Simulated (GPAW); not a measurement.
Runs of GPAW 26.7.0 on VGe3. The structure is cubic, space group Pm-3n (No. 223). The conventional cell has a = 4.768 Å, b = 4.768 Å, c = 4.768 Å, α = 90.00°, β = 90.00°, γ = 90.00°. Ge (site symmetry -4m2) is surrounded by 2 Ge at 2.38 Å and 4 V at 2.67 Å. V (site symmetry m-3) has 12 Ge at 2.67 Å as nearest neighbours. 

| task | cell | k mesh | optimizer | fmax | max steps | target pressure | convergence | gap on the mesh (eV) | pressure (GPa) | moment (μB) |
| --- | --- | --- | --- | --- | --- | --- | --- | --- | --- | --- |
| relaxation of cell and atoms | relaxed to 30 GPa | 4 × 4 × 4 | BFGS | 0.02 eV/Å | 60 | 30 GPa | density=1e-05 forces=0.0001 | none | 30.1 | (a) |
| single point | as given | 6 × 6 × 6 | - | - | - | - | - | none | 23.2 | 2.52 |
| relaxation of cell and atoms | relaxed to 2 GPa | 4 × 4 × 4 | BFGS | 0.02 eV/Å | 60 | 2 GPa | density=1e-05 forces=0.0001 | none | 2.1 | 2.67 |
| relaxation of cell and atoms | relaxed | 4 × 4 × 4 | BFGS | 0.02 eV/Å | 60 | - | density=1e-05 forces=0.0001 | none | 0.1 | 2.73 |
| relaxation of cell and atoms | relaxed to 5 GPa | 4 × 4 × 4 | BFGS | 0.02 eV/Å | 60 | 5 GPa | density=1e-05 forces=0.0001 | none | 5.0 | (b) |

Alike in all rows: level PBEsol; potentials or basis PAW data sets generated in the run's folder for this functional, pw; spin collinear, ferromagnetic start; cutoff (eV) 600; smearing fermi-dirac 0.05 eV.

Problem. Estimate the missing entries.

Solution. (a) 2.44; (b) 2.61.

Caveats: each step starts from the last one's moments, so a moment once lost doesn't come back (some runs); later steps reuse the first step's grids (some runs).

A k mesh can miss the band edges, and the runs leave out spin-orbit coupling on Ge.

A gap of «none» marks a metal or a gap under the smearing width.
